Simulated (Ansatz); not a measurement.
# Cl3H3SiSn: the cost of one run

Program: Ansatz 0.2.0, Gaussian basis. Level of theory: the settings change from run to run. These are calculated values, not measurements.

## 1. The geometry

The geometry comes from an earlier relaxation with PBE0-D4 in a triple-zeta def2 set; it is a stationary point, not always the lowest conformer. Sn takes a core potential in def2 sets; no spin-orbit term is included.

8 atoms, charge 0, spin multiplicity 1.

Atoms are counted from 1 here; the program's logs count them from 0.

Bond lengths: Cl1–Si2 2.046 Å, Si2–Cl3 2.046 Å, Si2–Cl4 2.046 Å, Si2–Sn5 2.561 Å, Sn5–H6 1.702 Å, Sn5–H7 1.703 Å, Sn5–H8 1.702 Å. Angles: Cl1–Si2–Cl3 107.8°, Cl1–Si2–Cl4 107.8°, Cl1–Si2–Sn5 111.1°, Cl3–Si2–Cl4 107.8°, Cl3–Si2–Sn5 111.0°, Cl4–Si2–Sn5 111.1°, Si2–Sn5–H6 108.7°, Si2–Sn5–H7 108.7°, Si2–Sn5–H8 108.8°, H6–Sn5–H7 110.2°, H6–Sn5–H8 110.2°, H7–Sn5–H8 110.2°.

## 2. revPBE0/def2-SVPD

This run has atoms shaken by 0.08 Å, D4 dispersion, high accuracy.

in.yaml reads:

```yaml
crystal:
  periodic: [false, false, false]
  atoms:
    - {symbol: Cl, position_ang: [-0.649734, -2.252650, 1.358540]}
    - {symbol: Si, position_ang: [0.630579, -1.017741, 0.207355]}
    - {symbol: Cl, position_ang: [2.330615, -0.793941, 1.081459]}
    - {symbol: Cl, position_ang: [0.884645, -1.941729, -1.585678]}
    - {symbol: Sn, position_ang: [-0.682492, 1.199119, -0.166173]}
    - {symbol: H, position_ang: [-1.000642, 2.097665, 1.227046]}
    - {symbol: H, position_ang: [0.494734, 2.161997, -1.204693]}
    - {symbol: H, position_ang: [-1.929880, 0.977443, -1.007392]}
basis:
  gaussian: {orbitals: def2-SVPD}
hamiltonian: {xc: {name: revPBE0}, dispersion: d4}
accuracy: high
output: {forces: true}
```

Run with:

```console
ansatz run in.yaml --threads 4 --pin off --events-out ev --progress --plain --max-ram 10444MiB
```

Q: Estimate wall time and peak memory on 4 threads of Intel Xeon at 2.50GHz, shared host.

About 21 s, with a peak of 0.99 GiB.
